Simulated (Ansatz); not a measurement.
# One shape, several levels: SnH2 (SMILES [H][Sn][H])

Wanted: a comparison of 5 runs (HF/STO-3G, UHF/STO-3G, r2SCAN/STO-3G, wB97M-V/STO-3G, BCCD(T)/STO-3G) of SnH2. 

Program for the calculation: Ansatz 0.2.0.

32 further runs of the same task are left out: 2 that didn't finish, 30 set aside as unsound or not needed.

## 1. The molecule

The species is SnH2 (3 atoms), meant as a singlet with charge 0. SMILES: `[H][Sn][H]`. The H2–Sn1 distance was set to 4.500 Å, away from the relaxed value. At this shape a bond of the SMILES string is far longer than usual.

Bond lengths: Sn1–H3 1.800 Å.

## 2. The energy at HF/STO-3G (run 1)

Input file job.yaml:

```yaml
crystal:
  periodic: [false, false, false]
  atoms:
    - symbol: Sn
      position_ang: [-1.841808, 0.004505, -2.839377]
    - symbol: H
      position_ang: [1.236480, -0.017770, 0.442810]
    - symbol: H
      position_ang: [-3.088608, 0.039995, -1.542047]
basis:
  gaussian: {orbitals: STO-3G}
total_charge: 0
hamiltonian: {xc: hf}
accuracy: high
```

Run with:

```bash
ansatz run job.yaml --threads 1 --pin off --max-ram 2610MiB --events-out events.jsonl --progress --plain --runs-dir runs
```

Standard output:

```text
Warning: RAYON_NUM_THREADS=1 ignored (pool sized by the plan → 1); use --threads N
Functional definition: HF
  name "HF"
  exchange = exact_x
  correlation = 0
485 factors; integrals over basis functions are off by at most 5.0e-9 eV
mean field evaluation 1: about -162286.5801 eV, gradient 6.9e0 eV
mean field evaluation 2: about -162286.5889 eV, gradient 6.8e0 eV
mean field evaluation 4: about -162286.8259 eV, gradient 3.9e0 eV
mean field evaluation 8: about -162286.7832 eV, gradient 4.5e0 eV
mean field evaluation 16: about -162290.0281 eV, gradient 8.9e-9 eV
mean field evaluation 32: about -162276.1579 eV, gradient 1.9e1 eV
mean field -162290.02808743 eV, -5964.0485280812 hartree, gradient 5.7e-8 eV, S^2 0.000000; 1 other end points of the search recorded, 0 dependent functions left out
reference -162290.02808743 eV, -5964.0485280812 hartree; 26, 26 occupied and 3, 3 virtual orbitals, 485 factors
Total energy: -162290.02808743 eV, -5964.0485280812 hartree
```

It took 0.48 s on 1 thread of Arm Neoverse V1, shared host.

## 3. A single-point energy at UHF/STO-3G (run 2)

Input file job.yaml:

```yaml
crystal:
  periodic: [false, false, false]
  atoms:
    - {symbol: Sn, position_ang: [-1.841808, 0.004505, -2.839377]}
    - {symbol: H, position_ang: [1.236480, -0.017770, 0.442810]}
    - {symbol: H, position_ang: [-3.088608, 0.039995, -1.542047]}
basis:
  gaussian:
    orbitals: STO-3G
magnetization:
  spin_polarized: true
hamiltonian:
  xc: hf
accuracy: high
```

Run with:

```bash
ansatz run job.yaml --threads 1 --pin off --max-ram 2610MiB --events-out events.jsonl --progress --plain --runs-dir runs
```

Standard output:

```text
Warning: RAYON_NUM_THREADS=1 ignored (pool sized by the plan → 1); use --threads N
[... 4 set-up lines as earlier in the session ...]
485 factors; integrals over basis functions are off by at most 5.0e-9 eV
mean field evaluation 1: about -162286.5801 eV, gradient 4.9e0 eV
mean field evaluation 2: about -162286.5889 eV, gradient 4.8e0 eV
mean field evaluation 4: about -162286.8259 eV, gradient 2.8e0 eV
mean field evaluation 8: about -162286.7832 eV, gradient 3.2e0 eV
mean field evaluation 16: about -162290.0281 eV, gradient 2.2e-5 eV
mean field evaluation 32: about -162295.4685 eV, gradient 4.6e-2 eV
mean field evaluation 64: about -162295.4567 eV, gradient 1.6e-1 eV
mean field evaluation 96: about -162295.4684 eV, gradient 5.2e-2 eV
mean field evaluation 128: about -162295.4682 eV, gradient 5.1e-3 eV
mean field -162295.46850609 eV, -5964.2484597793 hartree, gradient 1.4e-8 eV, S^2 1.004089; 5 other end points of the search recorded, 0 dependent functions left out
reference -162295.46850609 eV, -5964.2484597793 hartree; 26, 26 occupied and 3, 3 virtual orbitals, 485 factors
Total energy: -162295.46850609 eV, -5964.2484597793 hartree
```

Run time: 1.7 s. Hardware: 1 thread of Arm Neoverse V1, shared host; peak memory 0.11 GiB.

Runs 3 to 4 aren't shown in full; the table further down has their settings and results.

## 4. A single-point energy at BCCD(T)/STO-3G (run 5)

Input file molecule.yaml:

```yaml
crystal:
  periodic: [false, false, false]
  atoms:
    - {symbol: Sn, position_ang: [-1.841808, 0.004505, -2.839377]}
    - {symbol: H, position_ang: [1.236480, -0.017770, 0.442810]}
    - {symbol: H, position_ang: [-3.088608, 0.039995, -1.542047]}
basis:
  gaussian:
    orbitals: STO-3G
accuracy: high
correlation:
  method: bccd_t
  frozen_orbitals: {H: 0, Sn: 18}
scf:
  omitted_lower_state_checks: [cluster_reference, increment]
```

Run with:

```bash
ansatz run molecule.yaml --threads 1 --pin off --max-ram 2610MiB --events-out events.jsonl --progress --plain --runs-dir runs
```

Standard output (excerpt; [...] marks lines left out):

```text
Warning: RAYON_NUM_THREADS=1 ignored (pool sized by the plan → 1); use --threads N
[... 2 set-up lines as earlier in the session ...]
[...]
485 factors; integrals over basis functions are off by at most 5.0e-9 eV
[...]
mean field -162290.02808743 eV, -5964.0485280812 hartree, gradient 5.7e-8 eV, S^2 0.000000; 8 other end points of the search recorded, 0 dependent functions left out; unrestricted orbitals would lower it
18 core orbitals not correlated: weight in the atoms' cores, before any rotation towards them, 1.000 or more for the frozen orbitals, at most 0.000 for the correlated occupied ones
reference -162290.02808743 eV, -5964.0485280812 hartree; 8, 8 occupied and 3, 3 virtual orbitals, 485 factors
second order -5.08891027 eV of doubles, -0.00000000 eV of singles
cycle   1  -2.42252967 eV  change    -1.1e0 eV  update   1.6e-1
[...]
cycle  32  -6.38348145 eV  change  -1.8e-10 eV  update  9.2e-11
perturbative correction -0.00677543 eV, -0.0002489923 hartree
WARN: these amplitudes may be one of several solutions (largest doubles amplitude 0.96, level shift 13.23 eV)
Total energy: -162296.41834431 eV, -5964.2833656899 hartree
Checks for a lower state left out: cluster_reference, increment
```

Run time: 1.1 s. Hardware: 1 thread of Arm Neoverse V1, shared host.

## 5. Overview of the runs

```csv
run,level,frozen core orbitals,energy (Eh),wall time
1,HF/STO-3G,–,-5964.048528,0.48 s
2,UHF/STO-3G,–,-5964.248460,1.7 s
3,r2SCAN/STO-3G,–,-5966.381091,5.1 s
4,wB97M-V/STO-3G,–,-5966.256505,15 s
5,BCCD(T)/STO-3G,18,-5964.283366,1.1 s
```

## 6. Summary of results

| quantity | value |
| --- | --- |
| run 5: total energy | -5964.28337 Eh |
| run 5: correlation energy (18 core orbitals frozen) | -234.8 mEh |
| run 5: (T) correction | -0.25 mEh |

What this shows: Totals of different functionals can't be ranked against each other. In run 5 the log says that unrestricted orbitals would lower the reference, so the values rest on an unstable closed-shell determinant (other closed-shell runs at this shape may share the fault). In runs 1, 2, 3, 4, 5 the basis is minimal, so the values are rough. In runs 1, 3, 4 a closed-shell determinant meets a far-stretched bond, which it describes badly. In runs 1, 2, 3, 4, 5 relativity is left out where basis or elements ask for it. Spin contamination of the reference: run 2 ⟨S²⟩ = 1.00. Where it is this large, the reference is a mixture of spin states, and values that rest on it are in doubt. All runs together took 24 s, the longest 15 s.
